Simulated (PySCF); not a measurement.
# C8H8OS (4-(methylthio)benzaldehyde): the cost of one run

Programs: PySCF 2.14.0, with density-fitted response routines of our own. Each step states its level of theory. These are calculated values for one molecule, in the gas phase or a continuum, unless marked as measured. Atoms count from 0, in the outputs and in this text.

## (1) Starting geometry

18 atoms, charge 0, multiplicity 1; geometry from: GFN2-xTB. The atoms were then displaced at random by about 0.01 Å, so the start is not that level's minimum.

Bonds of the start (Å): C0–S1 1.81, S1–C2 1.74, C2–C3 1.42, C3–C4 1.34, C4–C5 1.39, C5–C6 1.47, C6–O7 1.21, C5–C8 1.38, C8–C9 1.38, C9–C2 1.39, C0–H10 1.10, C0–H11 1.10, C0–H12 1.04, C3–H13 1.12, C4–H14 1.09, C6–H15 1.10, C8–H16 1.10, C9–H17 1.08.

## (2) Optimising the geometry at PBE0-D3(BJ)/def2-SVP

The job: settings as JSON, then the geometry in Å.

```
{"job": {"xc": "PBE0", "basis": "def2-SVP", "d3": "d3bj", "grid": 1, "shake": 0.01, "kind": "geom"}, "charge": 0, "multiplicity": 1}
C     -3.353980    -0.215120     0.683800
S     -2.536910    -0.324860    -0.925320
C     -0.849290    -0.135760    -0.540810
C     -0.306270     0.058530     0.754000
C      1.014010     0.186740     0.948650
C      1.907730     0.148550    -0.113660
C      3.355920     0.287020     0.127500
O      3.877460     0.477990     1.197730
C      1.409720    -0.042650    -1.383030
C      0.056680    -0.187300    -1.600200
H     -3.193390     0.782040     1.128700
H     -4.426610    -0.295090     0.467650
H     -3.080600    -0.982060     1.326830
H     -1.021780     0.101390     1.611580
H      1.407130     0.330200     1.953800
H      3.961030     0.227740    -0.785010
H      2.096680    -0.076110    -2.240310
H     -0.345050    -0.329300    -2.597650
```

Command:

```
OMP_NUM_THREADS=1 python probes_run.py task.json out
```

One launch serves the whole session: the jobs run in the order shown.

**Question.** How long does this first job take on 1 thread of Intel Xeon Platinum 8488C, shared host, and how much memory does it need?

About 2.7 min, with a peak of 0.78 GiB.
